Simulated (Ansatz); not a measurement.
# C (Graphite 3R): the cost of one run

Computed with Ansatz 0.2.0 (DFT r²SCAN, frozen-core PAW, scalar-relativistic unless said, unless a step's input says otherwise).

14 further runs of the same task are left out: 14 set aside as unsound or not needed.

### 1 The starting structure

The structure is trigonal, space group R-3m (No. 166). Conventional cell: a = 2.456 Å, b = 2.456 Å, c = 10.041 Å, α = 90.00°, β = 90.00°, γ = 120.00°. Around C (site symmetry 3m) lie 3 C at 1.42 Å.

As a file:

```cif
data_structure
_symmetry_space_group_name_H-M 'R-3m:H'
_symmetry_Int_Tables_number 166
_cell_length_a 2.4561
_cell_length_b 2.4561
_cell_length_c 10.0410
_cell_angle_alpha 90.000
_cell_angle_beta 90.000
_cell_angle_gamma 120.000
_cell_volume 52.45
loop_
_atom_site_label
_atom_site_type_symbol
_atom_site_symmetry_multiplicity
_atom_site_Wyckoff_symbol
_atom_site_fract_x
_atom_site_fract_y
_atom_site_fract_z
_atom_site_occupancy
C1 C 6 c 0.00000 0.00000 0.83600 1
```

Cartesian axes are those of the input's lattice vectors. The structure goes back to a database entry.

### 2 Cell and atoms relaxed, PAW

input.yaml

```yaml
crystal:
  lattice:
    - [1.2280287114, 0.7090027071, 3.3470114498]
    - [-1.2280287114, 0.7090027071, 3.3470114498]
    - [0.0, -1.4180054142, 3.3470114498]
  atoms:
    - { symbol: C, position: [0.836, 0.836, 0.836] }
    - { symbol: C, position: [0.164, 0.164, 0.164] }
kpoints:
  mp_grid: { grid: [16, 16, 16] }
scf:
  occupations: { method: fermi_dirac, width: 0.1 }
hamiltonian:
  xc: r2scan
  pseudopotentials: { kind: paw }
relax:
  f_tol: 0.002
  max_steps: 80
  cell: {}
output:
  forces: true
  stress: true
```

On the command line:

```console
ansatz run input.yaml --threads 1 --pin off --max-ram 3072MiB --backend cpu --events-out ev --progress --plain --runs-dir out
```

**Question.** How long does this run take on 1 thread of Intel Xeon 6975P-C (Granite Rapids), shared host, and how much memory does it need?

About 21 s, with a peak of 0.46 GiB.
